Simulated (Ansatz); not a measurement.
Born–Oppenheimer molecular dynamics of a periodic cell of 16 atoms, InSb (surface InSb(111)). It starts from a relaxed structure.

These are results of DFT LDA, scalar-relativistic, plane waves, PAW in Ansatz, not measurements. Settings: PAW set soft_1, cutoff 420 eV, k mesh 2x2x1, fermi-dirac smearing 0.1 eV, no spin polarisation.

| Property | Result |
| --- | --- |
| ensemble | NVE (velocity Verlet) |
| time step | 4.5 fs |
| steps asked | 220 |
| starting velocities drawn for | 1000 K |
| atoms held | 1, 3, 5, 7 |
| seed | 640612 |

Frames 45 fs apart, positions in Å, forces in eV/Å.

Velocities at 135 fs (Å/ps):

```
In 0.00 0.00 0.00
Sb -0.49 2.77 -2.01
In 0.00 0.00 0.00
Sb 0.89 -1.19 1.13
In 0.00 0.00 0.00
Sb -0.37 1.06 1.23
In 0.00 0.00 0.00
Sb 4.32 -2.10 1.53
In 2.19 1.98 -0.89
Sb 1.68 -1.96 -2.47
In 2.18 -3.92 -0.50
Sb 1.68 0.91 4.00
In -2.94 -1.96 1.05
Sb -2.46 -1.42 2.84
In -0.12 -0.35 0.06
Sb 1.28 1.96 2.52
```

```xyz
16
Lattice="9.1500 0.0000 0.0000 4.5750 7.9241 0.0000 0.0000 0.0000 17.6693" Properties=species:S:1:pos:R:3:forces:R:3 time_fs=135 energy_less_start_eV=0.637 T=591
In 0.000 0.000 1.000 -0.12 0.05 0.21
Sb 2.270 1.326 1.841 0.10 -0.05 -0.48
In 2.288 3.962 1.000 0.69 -0.58 -0.05
Sb 4.593 5.245 1.674 -0.17 0.30 0.20
In 4.575 0.000 1.000 -0.03 0.31 0.20
Sb 6.864 1.333 1.835 0.05 -0.06 -0.30
In 6.862 3.962 1.000 0.38 -0.18 -0.02
Sb 9.235 5.267 1.510 -0.97 0.25 0.46
In 9.067 5.336 4.834 -0.69 -0.02 -0.16
Sb 11.486 6.498 5.248 0.39 -0.04 0.17
In 7.284 1.233 4.717 -0.39 0.46 0.38
Sb 9.440 2.705 5.827 -0.92 0.28 -0.01
In 4.593 4.896 4.710 0.00 0.71 -0.25
Sb 6.569 6.657 5.690 0.67 -0.50 -0.24
In 2.303 1.319 4.690 0.40 -0.39 -0.07
Sb 4.656 2.403 5.693 0.60 -0.53 -0.06
16
Lattice="9.1500 0.0000 0.0000 4.5750 7.9241 0.0000 0.0000 0.0000 17.6693" Properties=species:S:1:pos:R:3:forces:R:3 time_fs=180 energy_less_start_eV=1.099 T=294
In 0.000 0.000 1.000 -0.26 0.03 0.30
Sb 2.260 1.421 1.728 0.18 -0.96 0.12
In 2.288 3.962 1.000 1.30 -0.09 -0.39
Sb 4.613 5.223 1.740 -0.31 0.44 0.07
In 4.575 0.000 1.000 0.00 0.08 0.27
Sb 6.855 1.367 1.865 0.15 -0.31 -0.28
In 6.862 3.962 1.000 0.68 -0.02 0.02
Sb 9.307 5.220 1.619 -1.78 0.81 0.46
In 9.090 5.406 4.789 -0.89 -0.43 0.14
Sb 11.578 6.416 5.160 -0.62 0.45 0.46
In 7.359 1.123 4.734 -0.16 1.11 0.49
Sb 9.447 2.760 5.987 -0.50 -0.08 -0.69
In 4.487 4.864 4.728 1.05 -0.02 -0.37
Sb 6.521 6.566 5.786 0.85 -0.03 -0.59
In 2.328 1.274 4.698 0.14 -0.13 0.33
Sb 4.751 2.424 5.797 0.18 -0.86 -0.34
16
Lattice="9.1500 0.0000 0.0000 4.5750 7.9241 0.0000 0.0000 0.0000 17.6693" Properties=species:S:1:pos:R:3:forces:R:3 time_fs=225 energy_less_start_eV=0.711 T=543
In 0.000 0.000 1.000 -0.33 0.01 0.24
Sb 2.276 1.380 1.629 0.11 -0.62 0.39
In 2.288 3.962 1.000 0.00 0.67 0.11
Sb 4.588 5.264 1.814 -0.06 0.08 -0.30
In 4.575 0.000 1.000 0.19 0.07 0.22
Sb 6.867 1.356 1.851 0.07 -0.28 -0.07
In 6.862 3.962 1.000 0.00 0.00 0.05
Sb 9.134 5.281 1.792 0.09 -0.01 -0.08
In 8.977 5.410 4.766 0.08 -0.44 0.24
Sb 11.582 6.399 5.138 -0.74 0.41 0.28
In 7.400 1.183 4.829 -0.32 0.44 0.16
Sb 9.375 2.807 6.044 0.16 -0.25 -0.81
In 4.540 4.837 4.693 0.77 -0.41 0.17
Sb 6.599 6.469 5.795 0.29 0.32 -0.40
In 2.379 1.205 4.756 -0.04 0.17 0.39
Sb 4.873 2.321 5.847 -0.28 -0.16 -0.58
16
Lattice="9.1500 0.0000 0.0000 4.5750 7.9241 0.0000 0.0000 0.0000 17.6693" Properties=species:S:1:pos:R:3:forces:R:3 time_fs=270 energy_less_start_eV=1.021 T=343
In 0.000 0.000 1.000 -0.29 -0.06 0.06
Sb 2.306 1.253 1.591 -0.17 0.60 0.48
In 2.288 3.962 1.000 -0.64 0.35 0.49
Sb 4.554 5.318 1.845 0.13 -0.35 -0.32
In 4.575 0.000 1.000 0.58 -0.22 0.11
Sb 6.888 1.305 1.826 -0.13 0.07 0.14
In 6.862 3.962 1.000 -0.55 -0.17 0.02
Sb 8.963 5.350 1.952 1.15 -0.30 -0.66
In 8.885 5.337 4.777 1.22 -0.43 0.03
Sb 11.483 6.442 5.160 0.37 -0.11 -0.06
In 7.388 1.308 4.944 -0.35 -0.78 -0.57
Sb 9.332 2.817 5.982 0.93 -0.17 -0.21
In 4.714 4.753 4.683 -0.37 0.26 0.42
Sb 6.713 6.423 5.749 -0.82 0.60 0.29
In 2.425 1.163 4.874 -0.15 0.31 -0.01
Sb 4.947 2.189 5.812 -0.91 0.39 -0.20
16
Lattice="9.1500 0.0000 0.0000 4.5750 7.9241 0.0000 0.0000 0.0000 17.6693" Properties=species:S:1:pos:R:3:forces:R:3 time_fs=315 energy_less_start_eV=1.158 T=255
In 0.000 0.000 1.000 -0.18 -0.14 -0.02
Sb 2.312 1.209 1.629 -0.25 0.93 0.47
In 2.288 3.962 1.000 -0.74 0.11 0.54
Sb 4.539 5.320 1.829 0.21 -0.40 -0.06
In 4.575 0.000 1.000 0.60 -0.32 0.04
Sb 6.891 1.264 1.821 -0.19 0.36 0.18
In 6.862 3.962 1.000 -0.42 -0.21 0.10
Sb 8.959 5.373 2.010 1.03 -0.41 -0.90
In 8.963 5.210 4.799 0.34 0.57 0.10
Sb 11.434 6.472 5.177 0.84 -0.29 -0.07
In 7.327 1.320 4.973 0.17 -0.80 -0.64
Sb 9.419 2.788 5.884 0.40 -0.71 0.30
In 4.835 4.708 4.735 -0.80 0.52 0.09
Sb 6.726 6.457 5.737 -0.09 -0.07 0.27
In 2.443 1.169 4.986 -0.42 0.09 -0.68
Sb 4.888 2.118 5.746 -0.50 0.75 0.28
16
Lattice="9.1500 0.0000 0.0000 4.5750 7.9241 0.0000 0.0000 0.0000 17.6693" Properties=species:S:1:pos:R:3:forces:R:3 time_fs=360 energy_less_start_eV=0.774 T=502
In 0.000 0.000 1.000 -0.12 -0.14 0.14
Sb 2.283 1.298 1.739 0.06 0.15 0.29
In 2.288 3.962 1.000 -0.43 0.12 0.31
Sb 4.556 5.265 1.802 0.13 0.05 0.06
In 4.575 0.000 1.000 0.06 -0.06 0.14
Sb 6.867 1.276 1.841 0.01 0.28 0.03
In 6.862 3.962 1.000 0.08 -0.14 0.19
Sb 9.113 5.332 1.934 0.24 -0.33 -0.48
In 9.107 5.162 4.836 -0.36 0.61 0.05
Sb 11.512 6.453 5.184 0.76 -0.59 0.06
In 7.285 1.212 4.901 0.11 0.21 -0.17
Sb 9.553 2.667 5.828 -1.33 -0.02 0.42
In 4.826 4.749 4.804 -0.76 0.53 -0.15
Sb 6.721 6.486 5.767 0.61 -0.49 0.07
In 2.402 1.180 4.984 0.16 -0.69 -1.21
Sb 4.763 2.160 5.718 0.77 0.52 0.27
16
Lattice="9.1500 0.0000 0.0000 4.5750 7.9241 0.0000 0.0000 0.0000 17.6693" Properties=species:S:1:pos:R:3:forces:R:3 time_fs=405 energy_less_start_eV=0.560 T=639
In 0.000 0.000 1.000 -0.06 0.00 0.35
Sb 2.260 1.409 1.892 0.19 -0.78 -0.25
In 2.288 3.962 1.000 0.70 -0.16 -0.21
Sb 4.593 5.217 1.783 -0.10 0.44 0.11
In 4.575 0.000 1.000 -0.25 0.08 0.32
Sb 6.845 1.329 1.866 0.20 -0.10 -0.16
In 6.862 3.962 1.000 0.60 -0.01 0.12
Sb 9.294 5.248 1.785 -1.26 0.45 0.23
In 9.200 5.207 4.879 -0.24 -0.20 -0.05
Sb 11.694 6.355 5.200 -0.72 0.36 0.25
In 7.259 1.128 4.798 -0.18 0.51 0.18
Sb 9.508 2.535 5.831 -0.90 0.37 -0.03
In 4.706 4.869 4.849 0.64 -0.29 -0.36
Sb 6.803 6.445 5.808 0.49 -0.26 -0.14
In 2.383 1.095 4.797 0.44 -0.19 -0.25
Sb 4.736 2.277 5.728 0.45 -0.22 -0.12
16
Lattice="9.1500 0.0000 0.0000 4.5750 7.9241 0.0000 0.0000 0.0000 17.6693" Properties=species:S:1:pos:R:3:forces:R:3 time_fs=450 energy_less_start_eV=0.997 T=359
In 0.000 0.000 1.000 0.01 0.15 0.36
Sb 2.264 1.414 1.988 0.05 -0.54 -1.61
In 2.288 3.962 1.000 1.10 -0.35 -0.19
Sb 4.614 5.233 1.782 -0.24 0.32 0.11
In 4.575 0.000 1.000 -0.22 0.21 0.32
Sb 6.851 1.367 1.866 0.13 -0.38 -0.30
In 6.862 3.962 1.000 0.53 0.10 0.01
Sb 9.291 5.228 1.667 -1.43 0.61 0.50
In 9.258 5.221 4.911 0.13 -0.77 -0.33
Sb 11.755 6.321 5.260 -1.49 1.12 0.41
In 7.204 1.123 4.721 -0.39 0.17 0.21
Sb 9.329 2.456 5.832 0.56 0.18 -0.38
In 4.702 4.935 4.831 1.54 -0.68 -0.52
Sb 6.954 6.369 5.829 -0.24 0.31 -0.18
In 2.432 0.971 4.588 0.09 0.26 1.86
Sb 4.780 2.363 5.722 -0.14 -0.68 -0.28
16
Lattice="9.1500 0.0000 0.0000 4.5750 7.9241 0.0000 0.0000 0.0000 17.6693" Properties=species:S:1:pos:R:3:forces:R:3 time_fs=495 energy_less_start_eV=0.525 T=662
In 0.000 0.000 1.000 0.04 0.14 0.21
Sb 2.279 1.330 1.870 0.05 -0.12 -0.58
In 2.288 3.962 1.000 0.01 0.14 0.26
Sb 4.601 5.296 1.795 -0.12 -0.15 -0.05
In 4.575 0.000 1.000 -0.03 0.38 0.18
Sb 6.876 1.350 1.817 -0.09 -0.26 -0.35
In 6.862 3.962 1.000 -0.37 -0.08 -0.06
Sb 9.091 5.292 1.623 0.55 -0.10 0.38
In 9.327 5.112 4.888 -0.02 -0.67 -0.48
Sb 11.627 6.432 5.377 0.70 -0.32 0.10
In 7.090 1.149 4.676 -0.09 -0.03 -0.04
Sb 9.226 2.408 5.777 0.91 0.09 -0.28
In 4.914 4.912 4.737 -0.36 0.45 0.00
Sb 7.074 6.331 5.826 -0.46 0.14 0.00
In 2.498 0.895 4.638 -0.14 0.68 0.80
Sb 4.803 2.350 5.678 -0.59 -0.30 -0.10
16
Lattice="9.1500 0.0000 0.0000 4.5750 7.9241 0.0000 0.0000 0.0000 17.6693" Properties=species:S:1:pos:R:3:forces:R:3 time_fs=540 energy_less_start_eV=0.786 T=495
In 0.000 0.000 1.000 0.05 -0.06 -0.02
Sb 2.299 1.233 1.650 -0.09 0.63 0.33
In 2.288 3.962 1.000 -0.53 0.13 0.41
Sb 4.570 5.337 1.801 0.08 -0.49 -0.19
In 4.575 0.000 1.000 0.28 0.22 -0.10
Sb 6.889 1.296 1.718 -0.22 0.20 -0.10
In 6.862 3.962 1.000 -1.03 -0.37 -0.13
Sb 8.964 5.348 1.644 1.59 -0.41 0.44
In 9.400 4.910 4.788 0.06 0.63 -0.33
Sb 11.575 6.505 5.510 0.54 -0.79 -0.17
In 6.966 1.169 4.626 0.56 -0.25 -0.18
Sb 9.258 2.366 5.679 0.38 -0.53 -0.09
In 5.085 4.941 4.640 -0.93 0.06 0.36
Sb 7.133 6.313 5.821 0.11 -0.26 0.05
In 2.534 0.925 4.828 -0.70 0.41 -0.48
Sb 4.741 2.301 5.620 -0.17 0.88 0.20
16
Lattice="9.1500 0.0000 0.0000 4.5750 7.9241 0.0000 0.0000 0.0000 17.6693" Properties=species:S:1:pos:R:3:forces:R:3 time_fs=585 energy_less_start_eV=0.808 T=480
In 0.000 0.000 1.000 0.01 -0.34 -0.07
Sb 2.306 1.230 1.472 -0.18 0.79 0.43
In 2.288 3.962 1.000 -0.45 -0.01 0.24
Sb 4.551 5.307 1.778 0.24 -0.26 -0.19
In 4.575 0.000 1.000 0.26 -0.17 -0.16
Sb 6.870 1.270 1.602 -0.05 0.45 0.13
In 6.862 3.962 1.000 -0.43 -0.02 0.05
Sb 9.066 5.338 1.730 0.69 -0.57 0.07
In 9.482 4.798 4.636 0.10 0.93 0.18
Sb 11.610 6.463 5.615 0.27 -0.53 -0.51
In 6.923 1.147 4.552 0.28 -0.40 0.13
Sb 9.340 2.257 5.567 -0.87 0.12 0.16
In 5.105 4.988 4.600 -0.91 0.12 0.46
Sb 7.203 6.262 5.820 0.29 -0.04 -0.23
In 2.469 1.008 4.949 0.01 -0.79 -0.83
Sb 4.662 2.374 5.587 0.73 0.72 0.12
16
Lattice="9.1500 0.0000 0.0000 4.5750 7.9241 0.0000 0.0000 0.0000 17.6693" Properties=species:S:1:pos:R:3:forces:R:3 time_fs=630 energy_less_start_eV=0.749 T=518
In 0.000 0.000 1.000 -0.04 -0.44 0.03
Sb 2.288 1.336 1.364 0.05 -0.27 0.44
In 2.288 3.962 1.000 0.33 0.07 -0.23
Sb 4.568 5.241 1.727 0.19 0.31 -0.02
In 4.575 0.000 1.000 -0.12 -0.51 0.05
Sb 6.845 1.308 1.506 0.23 0.09 0.24
In 6.862 3.962 1.000 0.43 0.41 0.16
Sb 9.268 5.252 1.819 -1.05 0.30 -0.76
In 9.579 4.828 4.523 -0.11 0.09 1.07
Sb 11.692 6.340 5.642 0.12 0.04 -0.49
In 6.925 1.063 4.498 -0.26 -0.22 0.27
Sb 9.296 2.170 5.477 -0.81 0.90 0.13
In 4.981 5.062 4.634 -0.21 0.62 0.17
Sb 7.312 6.203 5.784 -0.08 0.04 -0.46
In 2.418 0.976 4.937 1.04 -0.59 -0.53
Sb 4.678 2.541 5.573 0.29 -0.83 -0.06
```

Of the whole run (990 fs, mean temperature of the second half 488 K): The conserved energy stayed within 0.25 meV per atom of its start (net change 0.19 meV per atom), so the integration is sound. Over the second half the temperature averaged 0.49 of the 1000 K drawn at the start: a run that starts near a minimum puts about half its kinetic energy into the potential. A run of 0.99 ps of so small a system gives no equilibrium averages. Limits of this set-up: coarse k mesh, thin slab, slab without dipole correction, PAW files made for another functional.

Run time: 25 min on 4 threads of Arm Neoverse V1 (shared host), peak memory 3.3 GiB.
